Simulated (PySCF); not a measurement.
**A gas-phase reaction: CH5AlO2 + ClH → CH4AlClO + H2O**

What reaction energy should one expect for `[CH3][Al]([OH])[OH]` + `Cl` → `[CH3][Al]([OH])[Cl]` + `O`?

Programs: PySCF 2.14.0. All values are calculated, for the isolated system unless a continuum is named. Atoms count from 0, parts from 1.

### 1 Starting point

Each species was relaxed by itself at PBE0-D3(BJ)/def2-SVPD.

### 2 Reaction energy: wB97M-D3(BJ)/def2-TZVPD

What the job is given:

```
{"job": {"kind": "react", "xc": "wB97M-D3(BJ)", "basis": "def2-TZVPD"}, "charge": 0, "multiplicity": 1}
-1 CH5AlO2 charge 0 multiplicity 1
C      0.424990    -1.447610     0.173070
Al    -0.097080     0.400610    -0.045200
O     -1.235060     1.061760     1.055670
O      0.568640     1.317150    -1.334750
H      0.586350    -1.696750     1.232660
H      1.341270    -1.685360    -0.386060
H     -0.368580    -2.119100    -0.192220
H     -1.586080     1.950660     1.070870
H      0.375510     2.226770    -1.556650

-1 ClH charge 0 multiplicity 1
Cl     0.644540     0.007910    -0.012440
H     -0.643350    -0.006780     0.012700

+1 CH4AlClO charge 0 multiplicity 1
C     -0.685910    -0.752950     0.812210
Al     0.173790     0.326240    -0.537240
O      1.684740     1.066320    -0.241120
Cl    -0.720820     0.658180    -2.432710
H     -1.100790    -1.678580     0.385820
H      0.015520    -1.019240     1.616360
H     -1.527340    -0.207360     1.268320
H      2.156800     1.611690    -0.870830

+1 H2O charge 0 multiplicity 1
O      0.000060     0.388790    -0.021720
H     -0.762920    -0.194300     0.010330
H      0.762880    -0.194450     0.011370
```

Level: wB97M-D3(BJ)/def2-TZVPD reaction energy of separated species, gas phase.

Launch:

```sh
$ OMP_NUM_THREADS=1 python cluster_run.py task.json out
```

The driver reads the jobs from task.json and runs them one after another.

What it wrote:

```text
species 1 (CH5AlO2)
coarse grid: 34256 points
cycle   1  E = -434.1033004926  dE =  1.587e-01  |g| = 1.001e+00  |ddm| = 2.494e+00
cycle   2  E = -434.0521845838  dE =  5.112e-02  |g| = 1.201e+00  |ddm| = 1.565e+00
cycle   3  E = -434.2926565173  dE = -2.405e-01  |g| = 4.567e-02  |ddm| = 7.720e-01
cycle   4  E = -434.2933626647  dE = -7.061e-04  |g| = 2.183e-02  |ddm| = 8.138e-02
cycle   5  E = -434.2935044076  dE = -1.417e-04  |g| = 6.348e-03  |ddm| = 2.885e-02
cycle   6  E = -434.2935209004  dE = -1.649e-05  |g| = 1.386e-03  |ddm| = 9.493e-03
cycle   7  E = -434.2935221947  dE = -1.294e-06  |g| = 2.981e-04  |ddm| = 2.990e-03
final grid: 72376 points
cycle   8  E = -434.2935115611  dE = -1.344e-07  |g| = 2.051e-04  |ddm| = 4.122e-03
cycle   9  E = -434.2935115702  dE = -9.077e-09  |g| = 1.968e-04  |ddm| = 7.039e-04
cycle  10  E = -434.2935115772  dE = -6.995e-09  |g| = 3.576e-05  |ddm| = 1.331e-04
cycle  11  E = -434.2935115780  dE = -7.921e-10  |g| = 1.527e-05  |ddm| = 1.008e-04
converged SCF energy = -434.2935115780

species 2 (ClH)
coarse grid: 8792 points
cycle   1  E = -460.8503332357  dE = -8.165e-02  |g| = 2.169e-01  |ddm| = 7.239e-01
cycle   2  E = -460.8625127907  dE = -1.218e-02  |g| = 1.397e-01  |ddm| = 2.651e-01
cycle   3  E = -460.8670522253  dE = -4.539e-03  |g| = 1.358e-02  |ddm| = 9.818e-02
cycle   4  E = -460.8670933090  dE = -4.108e-05  |g| = 3.364e-03  |ddm| = 9.545e-03
cycle   5  E = -460.8670995576  dE = -6.249e-06  |g| = 8.516e-04  |ddm| = 3.915e-03
final grid: 17120 points
cycle   6  E = -460.8670681766  dE = -3.714e-07  |g| = 3.675e-04  |ddm| = 8.884e-04
cycle   7  E = -460.8670682228  dE = -4.625e-08  |g| = 1.617e-04  |ddm| = 3.980e-04
cycle   8  E = -460.8670682294  dE = -6.571e-09  |g| = 4.219e-05  |ddm| = 1.294e-04
cycle   9  E = -460.8670682307  dE = -1.315e-09  |g| = 3.962e-06  |ddm| = 6.530e-05
cycle  10  E = -460.8670682307  dE = -3.524e-12  |g| = 8.161e-07  |ddm| = 3.307e-06
converged SCF energy = -460.8670682307

species 3 (CH4AlClO)
coarse grid: 32920 points
cycle   1  E = -818.5799675585  dE =  1.478e-01  |g| = 7.577e-01  |ddm| = 2.373e+00
cycle   2  E = -818.5563665550  dE =  2.360e-02  |g| = 9.087e-01  |ddm| = 1.201e+00
cycle   3  E = -818.6960247195  dE = -1.397e-01  |g| = 6.470e-02  |ddm| = 5.750e-01
cycle   4  E = -818.6970605374  dE = -1.036e-03  |g| = 2.836e-02  |ddm| = 9.730e-02
cycle   5  E = -818.6972521122  dE = -1.916e-04  |g| = 4.341e-03  |ddm| = 3.118e-02
cycle   6  E = -818.6972649832  dE = -1.287e-05  |g| = 1.301e-03  |ddm| = 1.094e-02
cycle   7  E = -818.6972658741  dE = -8.909e-07  |g| = 6.011e-04  |ddm| = 2.538e-03
final grid: 67544 points
cycle   8  E = -818.6972623262  dE = -1.758e-07  |g| = 5.312e-04  |ddm| = 5.316e-03
cycle   9  E = -818.6972623565  dE = -3.031e-08  |g| = 4.238e-04  |ddm| = 9.879e-04
cycle  10  E = -818.6972623989  dE = -4.240e-08  |g| = 3.313e-05  |ddm| = 3.426e-04
cycle  11  E = -818.6972623996  dE = -7.147e-10  |g| = 2.614e-05  |ddm| = 9.371e-05
converged SCF energy = -818.6972623996

species 4 (H2O)
coarse grid: 10128 points
cycle   1  E = -76.4117510984  dE = -7.453e-02  |g| = 5.872e-01  |ddm| = 8.994e-01
cycle   2  E = -76.4087445214  dE =  3.007e-03  |g| = 6.461e-01  |ddm| = 5.038e-01
cycle   3  E = -76.4759345936  dE = -6.719e-02  |g| = 2.730e-02  |ddm| = 2.374e-01
cycle   4  E = -76.4760597953  dE = -1.252e-04  |g| = 5.497e-03  |ddm| = 1.609e-02
cycle   5  E = -76.4760684721  dE = -8.677e-06  |g| = 8.214e-04  |ddm| = 5.832e-03
final grid: 21952 points
cycle   6  E = -76.4760631000  dE = -1.977e-07  |g| = 5.844e-04  |ddm| = 1.372e-03
cycle   7  E = -76.4760631069  dE = -6.861e-09  |g| = 6.467e-04  |ddm| = 6.468e-04
cycle   8  E = -76.4760631705  dE = -6.365e-08  |g| = 3.201e-05  |ddm| = 2.236e-04
cycle   9  E = -76.4760631713  dE = -8.247e-10  |g| = 4.137e-06  |ddm| = 1.104e-04
converged SCF energy = -76.4760631713

Reaction energy = -8.158 kcal/mol
```

Wall time 20 s (1 thread of Arm Neoverse V2, shared host); peak memory 0.72 GiB.

Species by species (with the dispersion term, which the log's SCF energies lack):

```csv
ν,species,energy (Eh),HOMO (eV)
-1,[CH3][Al]([OH])[OH],-434.29993,-11.08
-1,Cl,-460.86761,-11.93
+1,[CH3][Al]([OH])[Cl],-818.70373,-11.10
+1,O,-76.47682,-11.72
```

### 3 Reaction energy: PBE0-D3(BJ)/def2-TZVPD

The job, as its differences from that of step 2:

```diff
@@ -1,2 +1,2 @@
-{"job": {"kind": "react", "xc": "wB97M-D3(BJ)", "basis": "def2-TZVPD"}, "charge": 0, "multiplicity": 1}
+{"job": {"kind": "react", "xc": "PBE0", "basis": "def2-TZVPD", "disp": "d3bj"}, "charge": 0, "multiplicity": 1}
 -1 CH5AlO2 charge 0 multiplicity 1
```

Level: PBE0-D3(BJ)/def2-TZVPD reaction energy of separated species, gas phase.

What it wrote:

```text
species 1 (CH5AlO2)
coarse grid: 7984 points
cycle   1  E = -433.6566225409  dE =  2.063e-01  |g| = 1.123e+00  |ddm| = 2.655e+00
cycle   2  E = -433.2220477857  dE =  4.346e-01  |g| = 1.873e+00  |ddm| = 2.045e+00
cycle   3  E = -433.8861186667  dE = -6.641e-01  |g| = 1.263e-01  |ddm| = 1.276e+00
cycle   4  E = -433.8887445972  dE = -2.626e-03  |g| = 6.545e-02  |ddm| = 1.426e-01
cycle   5  E = -433.8898029818  dE = -1.058e-03  |g| = 5.497e-03  |ddm| = 5.218e-02
cycle   6  E = -433.8898084011  dE = -5.419e-06  |g| = 1.193e-03  |ddm| = 5.592e-03
final grid: 72376 points
cycle   7  E = -433.8863690137  dE = -2.984e-05  |g| = 8.673e-03  |ddm| = 1.072e-01
cycle   8  E = -433.8863514119  dE =  1.760e-05  |g| = 1.289e-02  |ddm| = 1.367e-02
cycle   9  E = -433.8863834188  dE = -3.201e-05  |g| = 9.803e-04  |ddm| = 8.725e-03
cycle  10  E = -433.8863835837  dE = -1.649e-07  |g| = 2.541e-04  |ddm| = 8.524e-04
cycle  11  E = -433.8863835994  dE = -1.568e-08  |g| = 2.941e-05  |ddm| = 2.217e-04
cycle  12  E = -433.8863835995  dE = -1.260e-10  |g| = 1.545e-05  |ddm| = 3.597e-05
converged SCF energy = -433.8863835995

species 2 (ClH)
coarse grid: 2248 points
cycle   1  E = -460.6537832212  dE = -4.644e-02  |g| = 1.882e-01  |ddm| = 7.411e-01
cycle   2  E = -460.6558519486  dE = -2.069e-03  |g| = 1.902e-01  |ddm| = 3.151e-01
cycle   3  E = -460.6653808472  dE = -9.529e-03  |g| = 1.506e-02  |ddm| = 1.513e-01
cycle   4  E = -460.6654029044  dE = -2.206e-05  |g| = 2.693e-03  |ddm| = 7.323e-03
cycle   5  E = -460.6654044522  dE = -1.548e-06  |g| = 1.111e-03  |ddm| = 2.553e-03
final grid: 17120 points
cycle   6  E = -460.6658902941  dE = -4.428e-06  |g| = 2.164e-03  |ddm| = 7.331e-03
cycle   7  E = -460.6658903234  dE = -2.935e-08  |g| = 1.795e-03  |ddm| = 2.512e-03
cycle   8  E = -460.6658909416  dE = -6.181e-07  |g| = 1.533e-04  |ddm| = 1.363e-03
cycle   9  E = -460.6658909485  dE = -6.897e-09  |g| = 2.145e-05  |ddm| = 1.086e-04
cycle  10  E = -460.6658909486  dE = -1.002e-10  |g| = 4.934e-06  |ddm| = 1.680e-05
converged SCF energy = -460.6658909486

species 3 (CH4AlClO)
coarse grid: 7904 points
cycle   1  E = -818.0456810598  dE =  1.532e-01  |g| = 8.561e-01  |ddm| = 2.545e+00
cycle   2  E = -817.7630077092  dE =  2.827e-01  |g| = 1.472e+00  |ddm| = 1.619e+00
cycle   3  E = -818.1816941042  dE = -4.187e-01  |g| = 1.684e-01  |ddm| = 1.024e+00
cycle   4  E = -818.1877216459  dE = -6.028e-03  |g| = 5.300e-02  |ddm| = 1.789e-01
cycle   5  E = -818.1883094645  dE = -5.878e-04  |g| = 9.467e-03  |ddm| = 4.622e-02
cycle   6  E = -818.1883294895  dE = -2.003e-05  |g| = 3.634e-03  |ddm| = 1.249e-02
cycle   7  E = -818.1883321269  dE = -2.637e-06  |g| = 6.354e-04  |ddm| = 3.369e-03
final grid: 67544 points
cycle   8  E = -818.1861143907  dE = -2.585e-05  |g| = 6.936e-03  |ddm| = 9.499e-02
cycle   9  E = -818.1861043621  dE =  1.003e-05  |g| = 9.843e-03  |ddm| = 1.106e-02
cycle  10  E = -818.1861235423  dE = -1.918e-05  |g| = 1.213e-03  |ddm| = 6.981e-03
cycle  11  E = -818.1861237839  dE = -2.417e-07  |g| = 2.138e-04  |ddm| = 9.330e-04
cycle  12  E = -818.1861237946  dE = -1.061e-08  |g| = 5.510e-05  |ddm| = 2.128e-04
cycle  13  E = -818.1861237952  dE = -6.078e-10  |g| = 1.160e-05  |ddm| = 6.041e-05
converged SCF energy = -818.1861237952

species 4 (H2O)
coarse grid: 2328 points
cycle   1  E = -76.3044392851  dE = -5.294e-03  |g| = 6.571e-01  |ddm| = 9.011e-01
cycle   2  E = -76.1882177863  dE =  1.162e-01  |g| = 1.036e+00  |ddm| = 7.256e-01
cycle   3  E = -76.3820426804  dE = -1.938e-01  |g| = 3.132e-02  |ddm| = 4.396e-01
cycle   4  E = -76.3822249788  dE = -1.823e-04  |g| = 5.864e-03  |ddm| = 1.606e-02
cycle   5  E = -76.3822301179  dE = -5.139e-06  |g| = 7.850e-04  |ddm| = 2.506e-03
final grid: 21952 points
cycle   6  E = -76.3808945756  dE = -1.506e-05  |g| = 3.430e-03  |ddm| = 9.326e-03
cycle   7  E = -76.3808926352  dE =  1.940e-06  |g| = 4.723e-03  |ddm| = 3.301e-03
cycle   8  E = -76.3808963060  dE = -3.671e-06  |g| = 2.526e-04  |ddm| = 1.954e-03
cycle   9  E = -76.3808963167  dE = -1.067e-08  |g| = 2.402e-05  |ddm| = 1.102e-04
cycle  10  E = -76.3808963168  dE = -1.124e-10  |g| = 3.281e-06  |ddm| = 1.515e-05
converged SCF energy = -76.3808963168

Reaction energy = -9.588 kcal/mol
```

Run time: 10 s. Hardware: 1 thread of Arm Neoverse V2, shared host; peak memory 0.63 GiB.

Reaction energy at this level: -9.59 kcal/mol.

### 4 Side by side

Energies in kcal/mol, with wall time:

```csv
run,reaction,time
wB97M-D3(BJ)/def2-TZVPD,-8.16,20 s
PBE0-D3(BJ)/def2-TZVPD,-9.59,10 s
```

### 5 Results

| quantity | value |
| --- | --- |
| reaction energy (wB97M-D3(BJ)/def2-TZVPD) | -8.16 kcal/mol |
| ΔH, ΔG at 298 K (xTB thermal terms) | -6.2, -6.3 kcal/mol |
| range of the reaction energy over the runs of this table | -9.59 to -8.16 kcal/mol |

The reaction is exothermic by 6.2 kcal/mol in the gas phase; dispersion gives -0.16, and xTB itself gave -1.01 for the electronic energy (xTB energies and thermal terms come from the earlier relaxation of each species, not shown). No barrier was sought. The reaction energy runs from -9.59 (PBE0-D3(BJ)/def2-TZVPD) to -8.16 kcal/mol (wB97M-D3(BJ)/def2-TZVPD).
